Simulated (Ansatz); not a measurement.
**CH2SSe: single points off equilibrium**

One table from this session's results is given with a row withheld; the runs are named, their logs left out.

The runs use Ansatz 0.2.0, Gaussian basis; single points in def2-TZVPP.

Correlated methods freeze the cores. Filled d shells of the heavier atoms are correlated.

### Where the work starts

SMILES `S=C[SeH]`, 5 atoms, charge 0, spin multiplicity 1.

Atoms are counted from 1 here; the program's logs count them from 0.

Bond lengths: S1–C2 1.540 Å, C2–Se3 1.784 Å, C2–H4 1.250 Å, Se3–H5 1.339 Å. Angles: S1–C2–Se3 130.1°, S1–C2–H4 115.1°, Se3–C2–H4 111.0°, C2–Se3–H5 100.5°.

As a file:

```xyz
5
CH2SSe
S    -0.77460   -1.35670   -0.54760
C    -0.18810   -0.31160    0.42000
Se    0.79450    1.13950    0.08550
H    -0.78400   -0.20780    1.51400
H     1.07590    0.94970   -1.20970
```

The first run:

The input, run/in.yaml:

```yaml
crystal:
  periodic: [false, false, false]
  atoms:
    - {symbol: S, position_ang: [-0.774600, -1.356700, -0.547600]}
    - {symbol: C, position_ang: [-0.188100, -0.311600, 0.420000]}
    - {symbol: Se, position_ang: [0.794500, 1.139500, 0.085500]}
    - {symbol: H, position_ang: [-0.784000, -0.207800, 1.514000]}
    - {symbol: H, position_ang: [1.075900, 0.949700, -1.209700]}
basis:
  gaussian: {orbitals: def2-TZVPP}
correlation: {method: ccsd_t}
output: {forces: true}
```

No record of the launch command was kept for these runs.

Steps of the session up to this table: CCSD(T)/def2-TZVPP; PBE0-D4/def2-TZVPP; wB97M-V/def2-TZVPP; r2SCAN-D4/def2-TZVPP; PBE-D4/def2-TZVPP; BHLYP-D4/def2-TZVPP; r2SCAN0-D4/def2-TZVPP.

One table of the session follows, with a row left open; its other results are not shown here.

```
    method  RMS force component (eV/Å)  angle to CCSD(T) forces (°)  dipole (D)
   CCSD(T)                       2.613                    reference        1.35
   PBE0-D4                       2.522                          4.6        1.59
   wB97M-V                           ?                            ?           ?
 r2SCAN-D4                       2.543                          3.4        1.68
    PBE-D4                       2.623                          4.9        1.62
  BHLYP-D4                       2.490                          6.9        1.56
r2SCAN0-D4                       2.479                          5.2        1.62
```

**Question.** Estimate the row for wB97M-V.

As computed: RMS force component (eV/Å): 2.496; angle to CCSD(T) forces (°): 4.7; dipole (D): 1.45. In the column «RMS force component (eV/Å)» it lies between BHLYP-D4 (2.490) and PBE0-D4 (2.522).
